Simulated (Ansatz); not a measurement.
# WCl (octet): the correlation ladder, def2-QZVPP

One table from this session's results is given with a row withheld; the runs are named, their logs left out.

Method: def2-QZVPP, core rule «outside noble gas», up to 9 orbitals frozen; program: Ansatz 0.2.0, Gaussian basis.

Plan: UHF; ROHF; CCSD(T) on UHF.

**What is computed**

The geometry is a PBE0/def2-TZVP stationary point (not a proven minimum) of the parent state, kept for this charge and spin. No spin-orbit coupling is included. Elements past krypton take def2 core potentials.

2 atoms, charge 0, spin multiplicity 8.

Atoms are counted from 1 here; the program's logs count them from 0.

Bond lengths: W1–Cl2 2.275 Å.

The first run:

in.yaml

```yaml
crystal:
  periodic: [false, false, false]
  atoms:
    - {symbol: W, position_ang: [0.000000, 0.000000, 0.000000]}
    - {symbol: Cl, position_ang: [0.000000, 0.000000, 2.275000]}
basis:
  gaussian: {orbitals: "def2-QZVPP.json"}
magnetization: {spin_polarized: true, initial_magnetization: 7}
hamiltonian: {xc: hf}
output: {orbitals: {seedname: orbitals}}
```

Run with:

```
$ ansatz run in.yaml --threads 1 --pin off --events-out ev --progress --plain --max-ram 4096MiB --backend cpu
```

Among the steps run: UHF; ROHF; CCSD(T) on UHF.

One table of the session follows, with a row left open; its other results are not shown here.

It belongs to the step «Misses and costs». 

```
  method  from UCCSD(T) (meV)
    ROHF                    ?
     UHF              +8547.4
    UMP2              +1066.8
   UCCSD               +337.2
UCCSD(T)                    0
```

Q: Estimate the row for ROHF from the others.

The run gave: from UCCSD(T) (meV): +8851.7. In the column «from UCCSD(T) (meV)» it is the highest.
